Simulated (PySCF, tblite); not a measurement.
# C₆H₁₃N: a rotation path, then NMR shifts on frames, part 2 of 2

tblite 0.8.0 and PySCF 2.14.0. Atoms count from 0. The steps go on from the part before.

### Step 5. Nuclear shieldings: image 4, PBE0/pcSseg-1

What the job is given:

```
{"job": {"kind": "nmr", "xc": "PBE0", "basis": "pcSseg-1", "pop": false}, "charge": 0, "multiplicity": 1}
C     -2.467400     0.683000    -1.119400
C     -1.314200     0.240500    -0.264600
C     -1.547200    -1.058900     0.448200
C     -0.211000     0.972100    -0.176900
C      1.027500     0.668800     0.608700
C      2.144900     0.106900    -0.299100
N      2.537100    -1.218500     0.156700
H     -2.280000     1.652200    -1.575700
H     -2.646700    -0.042700    -1.912600
H     -3.372700     0.748700    -0.516900
H     -2.326800    -0.938500     1.201800
H     -0.647000    -1.430400     0.925800
H     -1.889200    -1.810900    -0.261900
H     -0.149500     1.883200    -0.760200
H      1.367100     1.584000     1.098800
H      0.819700    -0.061400     1.388900
H      1.767100    -0.001000    -1.320200
H      2.993900     0.810000    -0.334500
H      2.965700    -1.156000     1.074900
H      3.223500    -1.620200    -0.473400
```

With the program's defaults for keys left out, this is: GIAO PBE0/pcSseg-1 NMR shielding, non-relativistic, gas phase.

What it wrote:

```text
coarse grid: 15640 points
cycle   1  E = -290.6910007724  dE =  6.289e-01  |g| = 4.968e-01  |ddm| = 3.809e+00
cycle   2  E = -290.6793340481  dE =  1.167e-02  |g| = 5.594e-01  |ddm| = 1.013e+00
cycle   3  E = -290.7557465359  dE = -7.641e-02  |g| = 4.517e-02  |ddm| = 5.557e-01
cycle   4  E = -290.7560483483  dE = -3.018e-04  |g| = 2.376e-02  |ddm| = 4.998e-02
cycle   5  E = -290.7561700188  dE = -1.217e-04  |g| = 4.815e-03  |ddm| = 2.091e-02
cycle   6  E = -290.7561740074  dE = -3.989e-06  |g| = 2.556e-03  |ddm| = 6.172e-03
final grid: 148080 points
cycle   7  E = -290.7970409726  dE = -4.389e-05  |g| = 1.064e-02  |ddm| = 3.614e-02
cycle   8  E = -290.7970208633  dE =  2.011e-05  |g| = 1.404e-02  |ddm| = 2.203e-02
cycle   9  E = -290.7970689163  dE = -4.805e-05  |g| = 2.126e-03  |ddm| = 1.272e-02
cycle  10  E = -290.7970700438  dE = -1.128e-06  |g| = 2.424e-04  |ddm| = 1.952e-03
cycle  11  E = -290.7970700566  dE = -1.271e-08  |g| = 9.820e-05  |ddm| = 3.343e-04
cycle  12  E = -290.7970700586  dE = -2.019e-09  |g| = 2.626e-05  |ddm| = 9.571e-05
cycle  13  E = -290.7970700587  dE = -1.473e-10  |g| = 4.781e-06  |ddm| = 2.870e-05
converged SCF energy = -290.7970700587

GIAO shielding tensors (ppm)
atom      isotropic    diamagn.    paramagn.     s11        s22        s33       span
  0 C      157.709     246.344     -88.635    136.857    148.532    187.738     50.882
  1 C       48.823     260.679    -211.856    -60.254     47.924    158.799    219.053
  2 C      167.115     248.437     -81.322    151.182    165.416    184.748     33.566
  3 C       54.156     256.818    -202.662    -52.053     74.746    139.774    191.827
  4 C      151.580     248.044     -96.464    128.269    149.931    176.540     48.271
  5 C      137.407     244.865    -107.457    122.403    133.338    156.481     34.078
  6 N      225.650     311.711     -86.062    180.458    233.064    263.427     82.969
  7 H       29.981      30.086      -0.105     26.048     29.012     34.881      8.833
  8 H       29.864      28.997       0.867     26.514     27.898     35.180      8.667
  9 H       29.931      28.220       1.711     26.295     28.114     35.384      9.090
 10 H       30.211      29.737       0.474     26.542     27.582     36.509      9.967
 11 H       28.980      32.249      -3.269     23.668     29.519     33.754     10.086
 12 H       30.280      30.458      -0.178     26.791     28.405     35.643      8.851
 13 H       26.022      34.615      -8.593     23.025     25.241     29.800      6.774
 14 H       29.413      31.435      -2.022     25.151     28.222     34.867      9.716
 15 H       29.597      33.660      -4.063     26.537     30.516     31.739      5.202
 16 H       29.380      31.493      -2.113     25.635     29.625     32.879      7.244
 17 H       28.164      29.771      -1.607     22.587     28.243     33.661     11.074
 18 H       31.433      29.852       1.581     24.948     29.696     39.656     14.708
 19 H       31.053      28.822       2.232     23.572     27.633     41.954     18.382
```

It took 23 s on 1 thread of Arm Neoverse V1, shared host; peak memory 0.86 GiB.

Key values: δ C1 138.1, C3 132.8, C5 49.5, C4 35.3, H13 5.70, H17 3.55 ppm.

### Step 6. Nuclear shieldings: image 6, PBE0/pcSseg-1

What the job is given:

```
{"job": {"kind": "nmr", "xc": "PBE0", "basis": "pcSseg-1", "pop": false}, "charge": 0, "multiplicity": 1}
C     -2.414800     0.559900    -1.150000
C     -1.264100     0.212100    -0.249400
C     -1.466700    -1.043600     0.544400
C     -0.186900     0.983300    -0.193000
C      1.050300     0.791700     0.629200
C      2.198900     0.212200    -0.217200
N      2.196100    -1.240000    -0.136300
H     -2.251100     1.504000    -1.664400
H     -2.554100    -0.220500    -1.897800
H     -3.333400     0.633100    -0.568500
H     -2.263700    -0.901900     1.275900
H     -0.561200    -1.347700     1.057200
H     -1.766700    -1.852900    -0.119900
H     -0.145100     1.855400    -0.835100
H      1.353300     1.760800     1.032500
H      0.866800     0.127100     1.472600
H      2.051600     0.486500    -1.265600
H      3.158900     0.647900     0.109600
H      2.421300    -1.526000     0.811700
H      2.905400    -1.630700    -0.747400
```

Method: GIAO PBE0/pcSseg-1 NMR shielding, non-relativistic, gas phase.

What it wrote:

```text
coarse grid: 15640 points
cycle   1  E = -290.6909637340  dE =  6.357e-01  |g| = 5.034e-01  |ddm| = 3.810e+00
cycle   2  E = -290.6763158675  dE =  1.465e-02  |g| = 5.763e-01  |ddm| = 1.061e+00
cycle   3  E = -290.7574687268  dE = -8.115e-02  |g| = 4.791e-02  |ddm| = 5.894e-01
cycle   4  E = -290.7578200347  dE = -3.513e-04  |g| = 2.448e-02  |ddm| = 5.323e-02
cycle   5  E = -290.7579490257  dE = -1.290e-04  |g| = 5.394e-03  |ddm| = 2.168e-02
cycle   6  E = -290.7579539488  dE = -4.923e-06  |g| = 2.966e-03  |ddm| = 6.920e-03
final grid: 148080 points
cycle   7  E = -290.7993977223  dE = -4.378e-05  |g| = 1.147e-02  |ddm| = 3.738e-02
cycle   8  E = -290.7993712826  dE =  2.644e-05  |g| = 1.555e-02  |ddm| = 2.365e-02
cycle   9  E = -290.7994297951  dE = -5.851e-05  |g| = 2.242e-03  |ddm| = 1.396e-02
cycle  10  E = -290.7994310474  dE = -1.252e-06  |g| = 2.896e-04  |ddm| = 2.066e-03
cycle  11  E = -290.7994310653  dE = -1.798e-08  |g| = 1.072e-04  |ddm| = 3.730e-04
cycle  12  E = -290.7994310677  dE = -2.373e-09  |g| = 2.951e-05  |ddm| = 1.063e-04
cycle  13  E = -290.7994310679  dE = -1.836e-10  |g| = 4.752e-06  |ddm| = 2.865e-05
converged SCF energy = -290.7994310679

GIAO shielding tensors (ppm)
atom      isotropic    diamagn.    paramagn.     s11        s22        s33       span
  0 C      157.708     246.404     -88.696    136.834    148.610    187.679     50.844
  1 C       46.961     260.464    -213.503    -65.084     46.971    158.998    224.082
  2 C      166.710     248.277     -81.568    150.840    165.656    183.633     32.794
  3 C       54.823     256.857    -202.034    -46.845     76.040    135.274    182.119
  4 C      151.630     247.447     -95.817    138.768    145.051    171.069     32.301
  5 C      138.182     244.008    -105.826    123.101    139.195    152.249     29.148
  6 N      225.775     312.663     -86.888    179.793    236.493    261.039     81.245
  7 H       29.947      30.124      -0.177     26.034     28.977     34.830      8.796
  8 H       29.813      29.068       0.746     26.444     27.869     35.127      8.684
  9 H       29.929      28.247       1.683     26.281     28.117     35.390      9.109
 10 H       30.284      29.738       0.546     26.551     27.695     36.606     10.055
 11 H       29.107      32.530      -3.423     23.887     29.702     33.732      9.846
 12 H       30.240      30.425      -0.186     26.917     28.279     35.523      8.605
 13 H       26.082      34.573      -8.491     23.058     25.569     29.618      6.561
 14 H       29.624      31.149      -1.525     24.941     28.231     35.699     10.758
 15 H       29.781      33.284      -3.503     27.198     29.983     32.163      4.964
 16 H       29.273      30.780      -1.507     25.716     28.756     33.348      7.632
 17 H       28.244      29.111      -0.867     22.245     27.995     34.491     12.246
 18 H       31.700      30.783       0.916     25.509     29.929     39.661     14.152
 19 H       30.987      29.348       1.638     23.506     27.626     41.828     18.323
```

Run time: 23 s. Hardware: 1 thread of Arm Neoverse V1, shared host; peak memory 0.86 GiB.

This run: δ C1 140.0, C3 132.1, C5 48.7, C4 35.3, H13 5.64, H17 3.47 ppm.

### Step 7. NMR shieldings: image 8, PBE0/pcSseg-1

What the job is given:

```
{"job": {"kind": "nmr", "xc": "PBE0", "basis": "pcSseg-1", "pop": false}, "charge": 0, "multiplicity": 1}
C     -2.339200     0.416100    -1.182300
C     -1.224800     0.174300    -0.204500
C     -1.485100    -0.970100     0.728300
C     -0.134400     0.929700    -0.214100
C      1.075000     0.823900     0.661400
C      2.274700     0.278300    -0.122300
N      2.000700    -1.072400    -0.580400
H     -2.151700     1.299700    -1.786500
H     -2.445100    -0.441300    -1.846500
H     -3.285100     0.546300    -0.657000
H     -2.391700    -0.786400     1.305500
H     -0.665000    -1.137200     1.417700
H     -1.637700    -1.881200     0.150900
H     -0.060700     1.713200    -0.958400
H      1.334200     1.818100     1.035000
H      0.891000     0.180900     1.522500
H      2.442300     0.897300    -1.008700
H      3.176500     0.347500     0.513500
H      1.830200    -1.683600     0.211200
H      2.790800    -1.442400    -1.096600
```

With the program's defaults for keys left out, this is: GIAO PBE0/pcSseg-1 NMR shielding, non-relativistic, gas phase.

What it wrote:

```text
coarse grid: 15640 points
cycle   1  E = -290.6923895584  dE =  6.456e-01  |g| = 5.085e-01  |ddm| = 3.818e+00
cycle   2  E = -290.6757792031  dE =  1.661e-02  |g| = 5.881e-01  |ddm| = 1.087e+00
cycle   3  E = -290.7600623951  dE = -8.428e-02  |g| = 5.108e-02  |ddm| = 6.094e-01
cycle   4  E = -290.7604525575  dE = -3.902e-04  |g| = 2.714e-02  |ddm| = 5.918e-02
cycle   5  E = -290.7606110680  dE = -1.585e-04  |g| = 7.905e-03  |ddm| = 2.606e-02
cycle   6  E = -290.7606237239  dE = -1.266e-05  |g| = 3.567e-03  |ddm| = 9.378e-03
cycle   7  E = -290.7606267072  dE = -2.983e-06  |g| = 2.914e-04  |ddm| = 2.935e-03
final grid: 148080 points
cycle   8  E = -290.8009960942  dE = -4.577e-05  |g| = 9.529e-03  |ddm| = 3.455e-02
cycle   9  E = -290.8009895321  dE =  6.562e-06  |g| = 1.094e-02  |ddm| = 1.857e-02
cycle  10  E = -290.8010194556  dE = -2.992e-05  |g| = 6.416e-04  |ddm| = 1.010e-02
cycle  11  E = -290.8010195339  dE = -7.826e-08  |g| = 2.261e-04  |ddm| = 7.213e-04
cycle  12  E = -290.8010195441  dE = -1.021e-08  |g| = 5.205e-05  |ddm| = 2.014e-04
cycle  13  E = -290.8010195445  dE = -4.447e-10  |g| = 2.626e-05  |ddm| = 7.078e-05
converged SCF energy = -290.8010195445

GIAO shielding tensors (ppm)
atom      isotropic    diamagn.    paramagn.     s11        s22        s33       span
  0 C      157.777     246.385     -88.608    137.141    148.148    188.043     50.902
  1 C       46.067     260.240    -214.173    -69.018     48.013    159.206    228.224
  2 C      167.039     248.358     -81.319    150.251    166.668    184.198     33.947
  3 C       55.392     256.794    -201.401    -42.368     75.264    133.280    175.649
  4 C      151.850     247.824     -95.974    136.119    152.862    166.570     30.451
  5 C      139.456     244.103    -104.646    123.683    139.045    155.641     31.957
  6 N      229.746     315.145     -85.398    186.105    241.715    261.419     75.314
  7 H       29.896      30.227      -0.330     25.982     28.960     34.748      8.767
  8 H       29.755      29.147       0.608     26.472     27.737     35.056      8.584
  9 H       30.004      28.408       1.596     26.277     28.213     35.521      9.244
 10 H       30.292      29.637       0.655     26.267     27.969     36.640     10.373
 11 H       29.570      32.872      -3.302     24.743     30.594     33.374      8.631
 12 H       30.187      30.568      -0.381     27.302     27.678     35.580      8.278
 13 H       26.162      34.601      -8.439     23.047     25.947     29.491      6.444
 14 H       29.638      30.796      -1.158     25.181     27.753     35.981     10.801
 15 H       29.499      33.083      -3.584     26.081     29.864     32.553      6.472
 16 H       29.081      30.214      -1.133     25.430     27.568     34.245      8.815
 17 H       28.342      28.784      -0.442     22.830     27.463     34.734     11.904
 18 H       31.968      32.616      -0.648     25.554     30.711     39.640     14.085
 19 H       31.157      29.873       1.284     23.479     27.934     42.058     18.578
```

Wall time 22 s (1 thread of Arm Neoverse V1, shared host); peak memory 0.86 GiB.

Key values: δ C1 140.9, C3 131.5, C5 47.5, C4 35.1, H13 5.56, H17 3.37 ppm.

### Step 8. Side by side: NMR shifts

Shifts (ppm) of some atoms, chosen among heavy atoms and hydrogens apart, with basis size and wall time:

```
  frame     C1     C3    C5    C4   H15   H11    N6  functions  time
image 0  140.7  129.7  49.4  36.6  2.61  2.40  39.1        184  22 s
image 2  139.3  131.1  50.1  36.2  2.39  2.53  39.8        184  22 s
image 4  138.1  132.8  49.5  35.3  2.12  2.74  42.1        184  23 s
image 6  140.0  132.1  48.7  35.3  1.94  2.61  42.0        184  23 s
image 8  140.9  131.5  47.5  35.1  2.22  2.15  38.0        184  22 s
```

### Step 9. Outcome

What follows sums up all 2 parts.

```
                                       quantity                                                                             value
                                        barrier                                                0.097 eV (2.2 kcal/mol) at image 4
                          end to end (GFN2-xTB)                                                                          0.030 eV
13C shifts against TMS (PBE0/pcSseg-1, image 0)                                          140.7, 129.7, 49.4, 36.6, 29.3, 19.1 ppm
 1H shifts against TMS (PBE0/pcSseg-1, image 0)  5.59, 3.14, 2.61, 2.47, 2.40, 1.84, 1.80, 1.78, 1.73, 1.56, 1.41, 0.84, 0.16 ppm
15N shifts against NH3 (PBE0/pcSseg-1, image 0)                                                                          39.1 ppm
                       range of the shift of N6                                                                  38.0 to 42.1 ppm
```

In words: Along the band the dihedral turns by 114°, and the top (dihedral -121°) lies 2.2 kcal/mol above the start (GFN2-xTB, rough), so at room temperature this motion is fast. Ends this close can change order at a higher level. The top was not checked by a frequency run. Shifts at one fixed geometry are not the observed spectrum, which averages over the motion. In the first frame run (image 0): The widest tensor belongs to C1: span 226 ppm, with a paramagnetic part of -215 ppm. In ppm, N6 moves most: its shift spreads over 4.1 ppm, from 38.0 (image 8) to 42.1 (image 4).
